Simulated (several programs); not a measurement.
# Al4Bi3As (ordering on zincblende) from semi-empirical methods to plane-wave DFT

Al4Bi3As, ordered on the zincblende lattice (P-43m) with 8 atoms a cell, relaxed with r2SCAN in Ansatz, was computed with several methods. Space group P-43m (No. 215), cubic; a = 6.189 Å in the conventional setting, 29.63 Å³ an atom. As is surrounded by 4 Al at 2.54 Å; Al is surrounded by 1 As at 2.54 Å and 3 Bi at 2.73 Å; Bi is surrounded by 4 Al at 2.73 Å. These are computed values for a spin-unpolarised cell that may be hypothetical; none is a measurement.

```
As Al Bi
1.0
     6.18879    0.00000    0.00000
     0.00000    6.18879    0.00000
     0.00000    0.00000    6.18879
As Al Bi
1 4 3
Direct
  0.00000 0.00000 0.00000
  0.76327 0.76327 0.76327
  0.23673 0.23673 0.76327
  0.23673 0.76327 0.23673
  0.76327 0.23673 0.23673
  0.50000 0.50000 0.00000
  0.50000 0.00000 0.50000
  0.00000 0.50000 0.50000
```

Gaps and times are for a single point on this cell; volume and bulk modulus come from each method's own relaxation or energy curve at fixed shape, which is too stiff where a cell has free coordinates or axes. Times are rough, from shared hosts (Arm Neoverse V2; NVIDIA H100 80GB HBM3), and each method has its own mesh and cell size. A dagger marks a closed or tiny gap in a crystal that DFT finds insulating: a failure of the method or a wrong SCF state. A double dagger marks a value from a curve with shape and coordinates held. PM7 (MOPAC), GFN1-xTB (tblite), GFN2-xTB (tblite) treat a cluster of cells at its zone centre, which samples few k points: where these miss a band edge, the gap comes out too large for that reason alone. Gaps from k meshes are read at a limited set of points (mesh, symmetry points, PBE's band edges), so each method's own least gap may be somewhat smaller. xTB and the PM methods were fitted mostly to molecules, and can miss a solid's gap by electronvolts. Minimal bases can be far off for gaps. Times of the plane-wave rungs are withheld (a dash), since they come from other jobs, hosts and meshes; the meshes of hybrids and Hartree-Fock don't converge their gaps to the digits shown. d marks a direct gap, i an indirect one (no mark: not told apart), a dash a value that wasn't computed or didn't pass its checks.

| method | kind | gap (eV) | own volume (Å³/atom) | bulk modulus (GPa) | atoms computed | processor time |
| --- | --- | --- | --- | --- | --- | --- |
| light PBE (260 eV, its own mesh) | light plane-wave | 0 | – | – | 8 | 2.9 s |
| GFN1-xTB (tblite) | tight binding | 0.00† | 32.24‡ | 37‡ | cluster | 3.1 s |
| GFN2-xTB (tblite) | tight binding | 0.67 | 29.94‡ | 52‡ | cluster | 3.8 s |
| PBE+SOC | semilocal | overlap 0.04 | – | – | 8 | – |
| PBE/SZV (CP2K) | small basis | 0.24 d | 31.24‡ | 47‡ | 8 | 9.5 s |
| PBE | semilocal | 0 | 30.59 | 44‡ | 8 | – |
| HSE06 | hybrid | 0.62 d | – | – | 8 | – |
| r2SCAN | semilocal | 0.40 d | 29.63 | 51‡ | 8 | – |
| PBE/DZVP (CP2K) | small basis | 0.06 d | 30.64‡ | 44‡ | 8 | 22 s |
| PM7 (MOPAC) | semi-empirical | 3.29 | – | – | cluster | 100 s |

Against HSE06 (0.62 eV) and with closed or daggered gaps left aside, the nearest gap at the points sampled is that of GFN2-xTB (tblite) (+0.05 eV) and the farthest that of PM7 (MOPAC) (+2.68 eV). HSE06 is only a yardstick of convenience, and nearness to it can be luck.

Volumes against r2SCAN's: PBE +3.2 %.

With PBE the bands overlap or touch, or nearly. Semilocal functionals can close a real gap, so this doesn't show a metal; small gaps of other methods may in turn close between the points read or with spin-orbit coupling, and the solid may be a semimetal.

Only the rows marked +SOC include spin-orbit coupling.
